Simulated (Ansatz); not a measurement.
The same calculation of CrO2 (distorted cell) as a Python script and as an input file (Ansatz 0.2.0, Python API).

`run_scf.py`
```python
"""SCF run for CrO2, atoms off their sites."""

from dataclasses import dataclass
from pathlib import Path
import json
import sys

import ansatz
import numpy as np


@dataclass
class Options:
    kspacing: float = 0.35
    tolerance: float = 1e-06
    functional: str = "PBEsol"
    occupations: str = "fermi_dirac"
    smearing_width: float = 0.05


cfg = Options()

lattice = ansatz.Lattice.of(
    (4.46917, -0.03952, 0.00054),
    (-0.03952, 4.3902, 0.00217),
    (0.00036, 0.00143, 2.92234),
)
sites = [
    ("Cr", (0.99975, 0.00418, 0.98684)),
    ("Cr", (0.50275, 0.50459, 0.5142)),
    ("O", (0.29502, 0.29813, 0.00338)),
    ("O", (0.20398, 0.80409, 0.49917)),
    ("O", (0.70678, 0.70131, 0.99469)),
    ("O", (0.79716, 0.20091, 0.5026)),
]
structure = ansatz.Crystal(lattice=lattice)
for symbol, position in sites:
    structure = structure.atom(symbol, position)
structure = structure.moments(Cr=3)

# the calculation
base = (
    structure.calculation()
    .kpoints(spacing=cfg.kspacing)
    .spin(ansatz.SpinTreatment.COLLINEAR)
    .hubbard("Cr", "d", u_eff=2.0)
    .scf(tolerance=cfg.tolerance)
    .functional(cfg.functional)
    .occupations(cfg.occupations, width=cfg.smearing_width)
    .density()
    .potential()
    .electron_localization_function()
    .output_files(volumetric_format="npy")
)
try:
    res = base.run(threads=1, backend="cpu")
except ansatz.NonConvergedError as error:
    sys.exit(f"no convergence: {error}")
except ansatz.RefusalError as error:
    sys.exit(f"input refused: {error}")
report = res.report

n_atoms = len(report["lattice"]["sites"])
print("F =", round(report["free_energy_ev"], 4), "eV for", n_atoms, "atoms")
print("E(sigma -> 0) =", round(report["energy_sigma0_ev"], 4), "eV, TS =", round(report["entropy_ts_ev"], 5), "eV")
print("closed by", report["closed_by"], "after", report["n_iterations"], "iterations")

print(f"net moment {report['magnetization_mub']:.3f} muB, absolute {report['absolute_magnetization_mub']:.3f} muB")
for index, (site, m) in enumerate(zip(res.lattice.sites, report["site_moments_mub"])):
    print(f"  {index:2d} {site.symbol:2s} {m:7.3f}")

folder = Path(res.write_results("fields"))
print("densities in e/A^3, potentials in eV, ELF without unit")
for name in sorted(p.name for p in folder.glob("*.npy")):
    field = np.load(folder / name)
    print(f"{name:16s} {str(field.shape):16s} min {field.min():10.4f}  mean {field.mean():10.4f}  max {field.max():10.4f}")

keep = ["free_energy_ev", "energy_sigma0_ev", "fermi_energy_ev", "n_iterations", "converged", "magnetization_mub", "n_kpoints"]
with open("cro2.json", "w") as handle:
    json.dump({key: report[key] for key in keep}, handle, indent=1)
```

```console
$ python run_scf.py
DeckWarning: basis.ecutwfc = 420 eV, auto-derived from the records' recommended cutoffs: set by Cr (normal level)
F = -8939.7998 eV for 6 atoms
E(sigma -> 0) = -8939.7956 eV, TS = 0.00848 eV
closed by deck_thresholds after 15 iterations
net moment 4.000 muB, absolute 5.348 muB
   0 Cr   1.777
   1 Cr   1.899
   2 O   -0.147
   3 O   -0.156
   4 O   -0.143
   5 O   -0.153
densities in e/A^3, potentials in eV, ELF without unit
elf.npy          (30, 30, 20)     min     0.0123  mean     0.3255  max     0.9440
elf_dn.npy       (30, 30, 20)     min     0.0119  mean     0.3352  max     0.9456
elf_up.npy       (30, 30, 20)     min     0.0124  mean     0.3164  max     0.9425
rho.npy          (30, 30, 20)     min     0.0380  mean     0.9070  max    22.3299
rho_spin.npy     (30, 30, 20)     min    -0.3829  mean     0.0698  max     3.8309
v_es.npy         (30, 30, 20)     min   -48.8838  mean     5.1386  max    16.3574
v_tot_dn.npy     (30, 30, 20)     min   -74.4308  mean    -6.5580  max    10.9903
v_tot_up.npy     (30, 30, 20)     min   -74.5468  mean    -6.9152  max    11.1233
```
(Warnings from the package without file and line.)

`input.yaml`:
```yaml
crystal:
  lattice:
    - [4.46917, -0.03952, 0.00054]
    - [-0.03952, 4.3902, 0.00217]
    - [0.00036, 0.00143, 2.92234]
  atoms:
    - { symbol: Cr, position: [0.99975, 0.00418, 0.98684] }
    - { symbol: Cr, position: [0.50275, 0.50459, 0.5142] }
    - { symbol: O, position: [0.29502, 0.29813, 0.00338] }
    - { symbol: O, position: [0.20398, 0.80409, 0.49917] }
    - { symbol: O, position: [0.70678, 0.70131, 0.99469] }
    - { symbol: O, position: [0.79716, 0.20091, 0.5026] }
kpoints:
  mp_grid: { kspacing: 0.35 }
hamiltonian:
  xc: pbesol
  hubbard: [{ species: Cr, l: d, u_eff: 2.0 }]
magnetization:
  spin_polarized: true
  per_species: { Cr: 3.0 }
scf:
  convergence: { dr2_threshold: 1.0e-06 }
  occupations: { method: fermi_dirac, width: 0.05 }
output:
  write_density: true
  write_potential: true
  volumetric_format: npy
  elf: true
```

On the command line:
```console
$ ansatz run input.yaml --threads 1 --pin off --max-ram 3072MiB --backend cpu --events-out ev --progress --plain --runs-dir out
Cr: projections on atomic orbitals take those of the free atom [Ne] 3s2 3p6 3d5 4s1, of charge +0.00 (hamiltonian.pseudopotentials.projection_atoms); the dataset's partial waves leave at most 7.0e-7 of an orbital's norm unspanned inside its sphere
O: projections on atomic orbitals take those of the free atom [He] 2s2 2p4, of charge +0.00 (hamiltonian.pseudopotentials.projection_atoms); the dataset's partial waves leave at most 1.9e-8 of an orbital's norm unspanned inside its sphere
Engine: ansatz 0.2.0, aarch64-unknown-linux-gnu
Pseudopotentials: kind: paw
Pseudopotential: Cr, paw, valence charge 14, recommended cutoff 420 eV (normal), Cr.paw.azcp
Pseudopotential: O, paw, valence charge 6, recommended cutoff 420 eV (normal), O.paw.azcp
Functional definition: PBEsol
  exchange = pbesol_x
  correlation = pbesol_c
Crystal: 6 atoms, lattice volume = 57.333 Å³
Basis set: ecut = 420 eV, 1125 PW (Γ)
Bands: 35, of which v1, the nominal top of the filled ones, is band 26 counted from 1 (25 counted from 0)
Symmetry: 1 space group operations
Space group: P1 (ITA 1), of the structure as read, at distance tolerance 3.9e-5 Å
Magnetic group: BNS 1.1 (UNI 1), of the structure as read, at distance tolerance 3.9e-5 Å
k-points: 88 of 175 (time reversal used)
Non-local potential: Cr, projectors of the file, l = 0: 3, l = 1: 2, l = 2: 3, l = 3: 1
Non-local potential: O, projectors of the file, l = 0: 2, l = 1: 2, l = 2: 1
PAW form: soft (Blöchl's): semilocal exchange-correlation on the pseudo side does not see the compensation charge
PAW frozen core: Cr, regenerated for the run's functional, and the local potential with it (the file was generated under x = pbe(κ = 0.804, μ = 0.2195149727645171), c = pbe(β = 0.06672455060314922))
PAW frozen core: O, regenerated for the run's functional, and the local potential with it (the file was generated under x = pbe(κ = 0.804, μ = 0.2195149727645171), c = pbe(β = 0.06672455060314922))
PAW one-centre angular grid: Cr, 590 points (default); XC on 64 Gauss nodes
PAW one-centre angular grid: O, 110 points (default); XC on 64 Gauss nodes
Initial density: superposition of atomic densities (chi_scale 0.1, normalization cell, long waves kept (reshape's long-wave potential 0.00 eV rms))
Starting moments: Σ|m| = 6 μB on 2 of 6 sites
Initial wavefunctions: pseudopotential atomic-orbital guess
Functional: x = pbesol(κ = 0.804, μ = 0.12345679012345678), c = pbesol(β = 0.046)
SCF iter   1: F=—  HF=-8938.447650 eV  |F-HF|=—  |Δ(HF+E_count)|=         —  Δρ=9.00e-2 (↑9.00e-2 ↓5.50e-2)  dr2=4.17e0  dr2_m=1.89e0  M=4.000 μB ∫|m|=5.276 μB  β_m=0.30  ethr=3.10e-3  ⟨swp⟩=5.4  Hψ=20323  notcnv=0  defer=11
preconditioner: auto → Kerker (q_TF=auto, 2.684 Å⁻¹)  [metal: Δε(μ)=0.010 eV  Ē_g=11.207 eV  σ=0.050 eV  W_gap=0.05  n_scr=18 (ndim 8)  ℏωp=29.4 eV  f_vac=0.000  D(μ)=2.07/eV (n_scr^D=10)]
spin=Collinear: Kerker preconditioning applied to the charge; magnetization (m = ρ↑ − ρ↓) channel mixes plain (no charge-response kernel on spin).
SCF iter   2: F=—  HF=-8938.906101 eV  |F-HF|=—  |Δ(HF+E_count)|=   4.58e-1  Δρ=4.81e-2 (↑4.81e-2 ↓3.90e-2)  dr2=4.97e-1  dr2_m=7.83e-1  M=4.000 μB ∫|m|=5.494 μB  β_m=0.30  ethr=3.10e-3  ⟨swp⟩=2.8  Hψ=11884  notcnv=0  defer=163
SCF iter   3: F=—  HF=-8939.330859 eV  |F-HF|=—  |Δ(HF+E_count)|=   4.25e-1  Δρ=3.36e-2 (↑3.36e-2 ↓2.83e-2)  dr2=1.97e-1  dr2_m=4.05e-1  M=4.000 μB ∫|m|=5.506 μB  β_m=0.30  ethr=9.56e-4  ⟨swp⟩=2.0  Hψ=7685  notcnv=0  defer=163
SCF iter   4: F=—  HF=-8939.549655 eV  |F-HF|=—  |Δ(HF+E_count)|=   2.19e-1  Δρ=2.06e-2 (↑2.06e-2 ↓2.01e-2)  dr2=4.08e-2  dr2_m=2.07e-1  M=4.000 μB ∫|m|=5.508 μB  β_m=0.30  ethr=3.78e-4  ⟨swp⟩=2.4  Hψ=9592  notcnv=0  defer=167
SCF iter   5: F=—  HF=-8939.653516 eV  |F-HF|=—  |Δ(HF+E_count)|=   1.04e-1  Δρ=1.50e-2 (↑1.45e-2 ↓1.50e-2)  dr2=5.52e-3  dr2_m=1.13e-1  M=4.000 μB ∫|m|=5.487 μB  β_m=0.30  ethr=7.84e-5  ⟨swp⟩=2.0  Hψ=7661  notcnv=0  defer=167
SCF iter   6: F=—  HF=-8939.720105 eV  |F-HF|=—  |Δ(HF+E_count)|=   6.66e-2  Δρ=1.13e-2 (↑1.07e-2 ↓1.13e-2)  dr2=2.64e-3  dr2_m=6.29e-2  M=4.000 μB ∫|m|=5.471 μB  β_m=0.30  ethr=1.06e-5  ⟨swp⟩=2.0  Hψ=12104  notcnv=0  defer=167
SCF iter   7: F=—  HF=-8939.755179 eV  |F-HF|=—  |Δ(HF+E_count)|=   3.51e-2  Δρ=8.30e-3 (↑8.25e-3 ↓8.30e-3)  dr2=9.16e-4  dr2_m=3.57e-2  M=4.000 μB ∫|m|=5.452 μB  β_m=0.30  ethr=5.07e-6  ⟨swp⟩=2.1  Hψ=11916  notcnv=0  defer=167
Mixer restart at iter 7: flushing history
spin-set hold released at iteration 7 (site moments contracting): the magnetisation degrees of freedom join the quasi-Newton model from the next iteration; the mixer history was flushed
SCF iter   8: F=—  HF=-8939.774128 eV  |F-HF|=—  |Δ(HF+E_count)|=   1.89e-2  Δρ=6.45e-3 (↑6.45e-3 ↓6.12e-3)  dr2=6.78e-4  dr2_m=2.06e-2  M=4.000 μB ∫|m|=5.437 μB  β_m=0.65  ethr=1.76e-6  ⟨swp⟩=2.6  Hψ=10111  notcnv=0  defer=167
SCF iter   9: F=—  HF=-8939.799667 eV  |F-HF|=—  |Δ(HF+E_count)|=   2.55e-2  Δρ=1.30e-3 (↑8.14e-4 ↓1.30e-3)  dr2=1.23e-3  dr2_m=2.74e-4  M=4.000 μB ∫|m|=5.383 μB  β_m=0.69  ethr=1.30e-6  ⟨swp⟩=2.0  Hψ=12003  notcnv=0  defer=167
SCF iter  10: F=—  HF=-8939.799827 eV  |F-HF|=—  |Δ(HF+E_count)|=   1.59e-4  Δρ=1.43e-3 (↑1.43e-3 ↓2.28e-4)  dr2=1.16e-3  dr2_m=2.70e-4  M=4.000 μB ∫|m|=5.366 μB  β_m=0.70  ethr=1.30e-6  ⟨swp⟩=2.0  Hψ=11711  notcnv=0  defer=167
SCF iter  11: F=—  HF=-8939.799841 eV  |F-HF|=—  |Δ(HF+E_count)|=   1.42e-5  Δρ=4.88e-4 (↑4.88e-4 ↓1.96e-4)  dr2=2.03e-4  dr2_m=3.32e-5  M=4.000 μB ∫|m|=5.356 μB  β_m=0.63  ethr=1.30e-6  ⟨swp⟩=2.3  Hψ=9315  notcnv=0  defer=167
SCF iter  12: F=—  HF=-8939.799842 eV  |F-HF|=—  |Δ(HF+E_count)|=   1.75e-6  Δρ=2.86e-4 (↑2.86e-4 ↓1.87e-4)  dr2=9.18e-5  dr2_m=1.25e-5  M=4.000 μB ∫|m|=5.354 μB  β_m=0.57  ethr=3.90e-7  ⟨swp⟩=2.2  Hψ=8948  notcnv=0  defer=165
SCF iter  13: F=—  HF=-8939.799842 eV  |F-HF|=—  |Δ(HF+E_count)|=   6.24e-7  Δρ=1.21e-4 (↑1.21e-4 ↓9.49e-5)  dr2=1.35e-5  dr2_m=3.48e-6  M=4.000 μB ∫|m|=5.351 μB  β_m=0.78  ethr=1.76e-7  ⟨swp⟩=1.0  Hψ=6000  notcnv=0  defer=167
SCF iter  14: F=—  HF=-8939.799845 eV  |F-HF|=—  |Δ(HF+E_count)|=   3.26e-6  Δρ=6.73e-5 (↑6.73e-5 ↓4.61e-5)  dr2=4.90e-6  dr2_m=4.64e-7  M=4.000 μB ∫|m|=5.349 μB  β_m=0.65  ethr=2.59e-8  ⟨swp⟩=2.2  Hψ=8439  notcnv=0  defer=168
SCF iter  15: F=-8939.799845 eV  HF=-8939.799845 eV  |F-HF|=1.02e-7  |Δ(HF+E_count)|=   2.26e-7  Δρ=1.47e-5 (↑1.47e-5 ↓7.10e-6)  dr2=1.82e-7  dr2_m=2.52e-8  M=4.000 μB ∫|m|=5.348 μB  ethr=1.92e-9  ⟨swp⟩=6.2  Hψ=18025  notcnv=0
SCF 1 converged in 15 iterations: F = -8939.799845 eV  dr2 = 1.82e-7
  greatest PAW one-centre occupation: 1.000 electrons in one spin orbital (limit 2), on the Cr atom at site 0 (counted from 0), in its partial waves of l = 0
SCF converged after 15 iterations
Magnetization: 4.0000 μB (28.0000 up, 24.0000 down)
Absolute magnetization: 5.3478 μB (∫|ρ↑−ρ↓|, with the PAW one-centre terms)
Spin contamination: 0.2659 ħ² per cell (⟨S²⟩ above its minimum at these occupations)
Per-site moments (μB) at R_I (Å): [(1.7774644910662178, 0.754857818154861), (1.8989312257210944, 0.7743586680744836), (-0.14672357176447737, 0.754857818154861), (-0.15636341681281885, 0.7801110470441068), (-0.14304123846785521, 0.7629514537215851), (-0.15275920534714524, 0.7797028760740825)]
Free energy (F): -8939.799845 eV
Harris-Foulkes:  -8939.799845 eV  (|F-HF|=1.02e-7)
Internal energy: -8939.791361 eV  (E = F + TS)
E sigma→0 (E₀):  -8939.795603 eV
Entropy (-TS):   -0.008484 eV (-1.414 meV/atom)
Fermi energy:    10.329818 eV
--- Per-component energies (eV) ---
  E_band       = -514.285316
  E_kinetic    = 1373.332737
  E_local      = -4413.121368  (includes V_loc(G=0)·N_el)
  E_nonlocal   = 349.837838
  E_hartree    = 1755.681535
  E_xc         = -565.236353
  E_vxc        = -724.667228  (∫ρ·V_xc dr)
  E_hubbard    = 3.279381  (on-site DFT+U / exact-exchange correction)
  E_vhub       = -2.073838  (the Hubbard potential's part of the band-sum identity)
  E_paw        = -2938.034183  (= ΣΔE_a)
  E_vpaw       = -608.979321  (= ΣTr[D̂ρ^β])
  E_aug_tail   = 0.010734  (compensation charges beyond the density's cutoff)
  E_ewald      = -4506.002832
  E_core_change = 0.461151  (= ΣΔE_core)
  E_smearing   = -0.008484  (= −TS)
  E_closure    = -0.000000  (closes the sum)
  Σ components = -8939.799845   (vs F -8939.799845, Δ=0.00e0)
--- Band table (eV; the first three rows and the last of 176) ---
  k-point 0 ↑: bands = ["-62.7904", "-62.7664", "-34.3374", "-34.2756", "-34.2036", "-34.1935", "-34.0580", "-34.0421", "-9.0455", "-7.2385", "-6.9651", "-6.7910", "2.6745", "3.5413", "3.9002", "5.2362", "5.4456", "6.6547", "6.8213", "7.1249", "8.1291", "8.4988", "8.6902", "8.7479", "8.9251", "9.0995", "9.4130", "9.5518", "10.0627", "11.5993", "11.7489", "14.1063", "14.1512", "15.4037", "17.8626"]
  k-point 1 ↑: bands = ["-62.7877", "-62.7637", "-34.3341", "-34.2720", "-34.2002", "-34.1898", "-34.0869", "-34.0724", "-8.8549", "-7.1918", "-6.9919", "-6.8251", "2.9601", "3.7353", "4.1346", "4.9726", "5.1629", "6.4031", "7.0542", "7.2068", "7.3972", "8.0478", "8.0868", "8.8202", "8.8887", "9.2280", "9.8637", "9.9770", "10.0958", "11.5042", "12.0219", "13.7864", "13.8362", "15.1385", "18.4669"]
  k-point 2 ↑: bands = ["-62.7823", "-62.7584", "-34.3268", "-34.2638", "-34.1927", "-34.1822", "-34.1501", "-34.1392", "-8.3587", "-7.1476", "-7.0502", "-6.9032", "3.6476", "4.1685", "4.7256", "4.8094", "4.9168", "5.3814", "6.2226", "7.0944", "7.1606", "7.5870", "7.8065", "8.3049", "8.9527", "9.3453", "9.8342", "10.5651", "10.6753", "11.2104", "12.4995", "13.4087", "13.4474", "14.3247", "19.9700"]
  k-point 87 ↓: bands = ["-60.4381", "-60.3024", "-32.2412", "-32.0295", "-31.9278", "-31.8028", "-31.5608", "-31.4819", "-8.4056", "-7.8516", "-7.2555", "-7.1569", "4.0848", "4.6929", "5.1497", "5.5280", "6.1782", "6.6336", "6.7685", "7.1041", "7.2420", "7.8767", "8.5161", "8.7704", "12.5001", "12.6305", "12.8517", "13.0246", "13.1784", "13.3794", "14.5031", "14.9352", "15.1235", "15.7464", "20.5909"]
Occupation matrices written to <dir>
```

Notes:
- These settings explore the input space; cutoff and mesh may be short of convergence.
- Other magnetic orders than the one started from may lie lower.
- U, its shell and the double counting are chosen to explore, and aren't derived for this compound.
- The mesh is modest for a metal, so energies can be off by several to tens of meV an atom and pressures by half a GPa or more; differences at equal mesh fare better.
- Grid values close to the nuclei reflect the PAW or pseudopotential construction, not the all-electron fields.
- The cell is a database structure, distorted on purpose.
- Hardware and time: 67 s on 1 thread of Arm Neoverse V1, with other jobs on the host, peak memory 0.69 GiB.
